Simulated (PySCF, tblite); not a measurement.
# CH₃BrClSi radical: geometry, infrared bands and EPR parameters

Wanted: the infrared bands and EPR parameters of CH₃BrClSi radical (`Cl[CH][SiH2]Br`), by calculation.

Programs: tblite 0.8.0 and PySCF 2.14.0, with density-fitted response routines of our own. Each step states its level of theory. These are calculated values for one molecule in the gas phase, unless marked as measured. Atoms count from 0, in the outputs and in this text.

**1. The starting structure**

7 atoms, charge 0, multiplicity 2; geometry from: force field or distance geometry start.

Bonds of the start (Å): Cl0–C1 1.70, C1–Si2 1.81, Si2–Br3 2.20, C1–H4 1.09, Si2–H5 1.49, Si2–H6 1.48.

**2. Relaxing the molecule with GFN2-xTB**

Job settings and geometry (Å):

```
{"job": {"kind": "relax", "xc": "GFN2-xTB", "basis": "xTB"}, "charge": 0, "multiplicity": 2}
Cl    -2.400400     0.223800    -0.756400
C     -0.996900    -0.359300     0.000800
Si     0.675500     0.343400     0.009700
Br     2.127500    -1.264000     0.389800
H     -1.187900    -1.277400     0.565700
H      0.982400     0.965600    -1.306600
H      0.803200     1.372700     1.069900
```

Launch:

```sh
$ OMP_NUM_THREADS=1 python probes_run.py task.json out
```

This one command runs all jobs of the session in turn.

Output:

```text
step      E/eV     max force
  0    -381.12342    1.674
  1    -381.17441    0.731
  2    -381.18772    0.360
  3    -381.19840    0.333
  4    -381.20836    0.338
  5    -381.21702    0.301
  6    -381.21999    0.164
  7    -381.22074    0.046
  8    -381.22090    0.045
  9    -381.22114    0.053
 10    -381.22157    0.106
 11    -381.22227    0.145
 12    -381.22308    0.132
 13    -381.22367    0.064
 14    -381.22396    0.046
 15    -381.22413    0.040
 16    -381.22438    0.066
 17    -381.22481    0.083
 18    -381.22544    0.076
 19    -381.22611    0.073
 20    -381.22676    0.085
 21    -381.22737    0.092
 22    -381.22786    0.072
 23    -381.22835    0.068
 24    -381.22885    0.075
 25    -381.22954    0.096
 26    -381.23061    0.107
 27    -381.23193    0.101
 28    -381.23283    0.106
 29    -381.23381    0.099
 30    -381.23250    0.356
 31    -381.23560    0.150
 32    -381.23616    0.086
 33    -381.23678    0.061
 34    -381.23690    0.037
 35    -381.23703    0.026
 36    -381.23713    0.037
 37    -381.23729    0.053
 38    -381.23742    0.043
 39    -381.23750    0.019
 40    -381.23752    0.007
```

Run time: 0.19 s. Hardware: 1 thread of Arm Neoverse V1, shared host.

Relaxation path: (not every step is listed)

```tsv
step	energy from step 0 (eV)	largest force (eV/Å)
0	0.0000	1.6745
1	-0.0510	0.7314
2	-0.0643	0.3599
3	-0.0750	0.3334
4	-0.0849	0.3379
5	-0.0936	0.3008
6	-0.0966	0.1639
7	-0.0973	0.0464
8	-0.0975	0.0448
10	-0.0981	0.1063
12	-0.0997	0.1322
14	-0.1005	0.0464
16	-0.1010	0.0663
18	-0.1020	0.0764
20	-0.1033	0.0854
22	-0.1044	0.0717
24	-0.1054	0.0746
26	-0.1072	0.1073
28	-0.1094	0.1060
30	-0.1091	0.3559
32	-0.1127	0.0859
34	-0.1135	0.0369
35	-0.1136	0.0257
36	-0.1137	0.0372
37	-0.1139	0.0535
38	-0.1140	0.0427
39	-0.1141	0.0186
40	-0.1141	0.0066
```

Close pairs (by a distance rule), those that changed most:

```tsv
bond	before (Å)	after (Å)	change (Å)
C1–Si2	1.814	1.849	+0.035
Si2–H5	1.488	1.458	-0.030
Si2–H6	1.483	1.457	-0.026
Si2–Br3	2.199	2.217	+0.018
C1–H4	1.095	1.080	-0.015
Cl0–C1	1.698	1.690	-0.008
```

The final coordinates are the input of the step that follows.

**3. Vibrational analysis with GFN2-xTB**

Job settings and geometry (Å):

```
{"job": {"kind": "ir", "xc": "GFN2-xTB", "basis": "xTB"}, "charge": 0, "multiplicity": 2}
Cl    -2.418994     0.386168    -0.413669
C     -0.996708    -0.433656    -0.012982
Si     0.648696     0.410263    -0.030995
Br     2.046836    -1.194405     0.589683
H     -1.144220    -1.473882     0.237424
H      1.084051     0.838487    -1.354612
H      0.783672     1.471929     0.958074
```

Output:

```text
mode    cm-1     km/mol
  1      57.7      4.62
  2     101.9     10.46
  3     200.7      0.42
  4     354.3     33.53
  5     433.2      6.50
  6     476.1     90.86
  7     548.3      4.24
  8     697.8    141.79
  9     715.9    497.49
 10     790.8    196.35
 11     945.2     69.23
 12    1195.1      4.28
 13    2286.1    228.82
 14    2319.1    112.57
 15    3052.5      9.44
```

Run time: 0.16 s. Hardware: 1 thread of Arm Neoverse V1, shared host.

The strongest bands and the atoms that carry them (share of the mass-weighted mode):

```tsv
cm⁻¹	km/mol	atoms
354	33.5	H4 68 %, C1 27 %
476	90.9	H6 39 %, H5 39 %, Si2 15 %
698	141.8	C1 44 %, Si2 25 %, Cl0 16 %
716	497.5	H5 40 %, H6 40 %, C1 13 %
791	196.3	H5 48 %, H6 48 %
945	69.2	C1 56 %, H4 23 %, Si2 11 %, Cl0 10 %
2286	228.8	H5 54 %, H6 42 %
2319	112.6	H6 55 %, H5 43 %
```

**4. g tensor and hyperfine couplings: B3LYP/def2-TZVP-core+pcH-1**

Settings changed since step 3:

```diff
@@ -1,2 +1,2 @@
-{"job": {"kind": "ir", "xc": "GFN2-xTB", "basis": "xTB"}, "charge": 0, "multiplicity": 2}
+{"job": {"kind": "epr", "basis": "pcH-1"}, "charge": 0, "multiplicity": 2}
 Cl    -2.418994     0.386168    -0.413669
```

With the program's defaults for keys left out, this is: UKS B3LYP, def2-TZVP-core on Br, pcH-1 on C Cl H Si, non-relativistic, mean-field spin-orbit, GIAO.

Output:

```text
UKS, coarse grid
  cycle   1  E = -3363.77350706  |g| = 1.56e+00
  cycle   2  E = -3363.79409827  |g| = 4.77e-01
  cycle   3  E = -3363.80719803  |g| = 2.05e-01
  cycle   4  E = -3363.81282507  |g| = 3.06e-02
  cycle   5  E = -3363.81324535  |g| = 1.12e-02
  cycle   6  E = -3363.81330421  |g| = 2.97e-03
  cycle   7  E = -3363.81330881  |g| = 8.31e-04
UKS, final grid
  cycle   1  E = -3363.81329674  |g| = 6.08e-04
  cycle   2  E = -3363.81329663  |g| = 8.03e-04
  cycle   3  E = -3363.81329696  |g| = 1.15e-04
  cycle   4  E = -3363.81329696  |g| = 6.51e-05
  cycle   5  E = -3363.81329697  |g| = 1.32e-05
E = -3363.81329697 Eh   <S^2> = 0.7538 (exact 0.7500)
g shifts (ppm)      1          2          3
  rmc          -165       -165       -165
  gc             -6         35         34
  oz_so       -1228       7929       9336
  total       -1399       7799       9205
hyperfine (MHz)  atom isotope    a_iso     a_fc   dipolar eigenvalues
    0  35Cl       6.51       6.57    -35.89    -26.82     62.71
    1   13C      89.99      89.41    -74.65    -73.75    148.40
    2  29Si      47.52      47.53     -1.94     -0.90      2.84
    3  79Br      -1.47      -1.52     -7.35     -0.26      7.61
    4    1H     -57.84     -57.99    -34.24     -1.72     35.96
    5    1H      47.38      47.38     -3.11     -1.88      4.99
    6    1H      45.88      45.88     -3.10     -1.92      5.02
```

Wall time 64 s (1 thread of Arm Neoverse V1, shared host); peak memory 0.79 GiB.

Principal g values 2.00092, 2.01012, 2.01152; g(iso) = 2.00752, against 2.00232 for a free electron.

Hyperfine couplings; where a row names several nuclei, a(iso) is their mean (it holds for fast rotation or exchange) and the dipolar term the largest among them:

```tsv
nuclei	isotope	a(iso) (MHz)	a(iso) (G, at g = 2.0023)	largest dipolar term (MHz)
C1	13C	90.0	32.1	148.4
H4	1H	-57.8	-20.6	36.0
Si2	29Si	47.5	17.0	2.8
H5, H6	1H	46.6	16.6	5.0
Cl0	35Cl	6.5	2.3	62.7
Br3	79Br	-1.5	-0.5	7.6
```

Mulliken spin populations:

```tsv
atom	value (e)
Cl0	0.12
C1	0.89
Si2	-0.02
Br3	0.00
H4	-0.04
H5	0.03
H6	0.02
```

In first order the couplings over 0.8 MHz of 1H, 35Cl, 79Br give 96 distinct lines over 62.5 G, if the averaged nuclei exchange fast; the same motion can average rows kept apart here too.

Orbitals, density, ELF and potential are computed afterwards from the orbital file.

ELF in a plane through or near 5 of the atoms.

Ten even steps from ' ' (0.00) to '@' (1.00):
```
                                                        
                  ....                                  
            ..--======--::                              
        ..--==**######**++..      ....                  
      ..--**####**##%%%%**..    ++@@@@++..              
      --++####::==::==%%**    ++@@@@@@%%--              
    ..==**%%**++==**::##++    ##@@@@@@##..              
    ..==**%%%%::--::++##==..::**@@@@@@==    ....        
      --++##%%##**##%%**--++##==..--++::::++**++--      
      ..--++++++****--::::::%%**::..****##%%%%##++::    
        ..::::::----..##**..##%%==++%%**--##@@%%**::    
                ....  ####..==##==++##--++..%%%%**::    
                ..::::......::..  ++##::--::##**==..    
                ..::--==--..      **%%@@%%%%**--..      
                  ....::::..      ++##%%%%**==..        
                                  ::==++++--..          
                                    ......              
                                                        
                                                        
                                                        
```
The map spans 10.0 Å across and 8.2 Å up, centred on the molecule. Atoms in the plane (x, y in Å): Cl0 (2.4, -0.7), C1 (1.0, 0.3), Si2 (-0.7, -0.3), Br3 (-1.9, 1.5), H4 (1.3, 1.4).

On the surface of density 0.002 e/bohr³ the electrostatic potential runs, from the 1st to the 99th percentile, from -0.38 V near Br3 to 1.40 V near H6.

The spin density lies nearest to C1 65 %; Cl0 17 %; H4 9 %.

**5. Results**

```
                                                                  quantity                 value
                                 strongest single infrared mode (GFN2-xTB)  716 cm⁻¹, 497 km/mol
                                              zero-point energy (GFN2-xTB)         20.3 kcal/mol
                                                            g(iso) (B3LYP)               2.00752
                                                                      ⟨S²⟩    0.754 (exact 0.75)
                                        largest a(iso) (averaged by class)   13C on C1, 90.0 MHz
potential on the surface of density 0.002 e/bohr³, 1st and 99th percentile    -0.38 V and 1.40 V
```

What this shows: The optimisation took 40 steps and gained 0.114 eV; among the close pairs (by a distance rule), C1–Si2 changed most, from 1.814 to 1.849 Å. All 15 modes are real, so the xTB geometry is a minimum. The strongest single mode, at 716 cm⁻¹, moves mainly H5 and H6. GFN2-xTB is a fitted tight-binding method: band positions and strengths are rough. Its intensities can rank the bands wrongly. Most of the unpaired spin sits on C1 (0.89 e). The isotropic g lies 5.2 ppt above the free-electron value. The hyperfine terms hold no scalar relativity, which the heavier nuclei need.
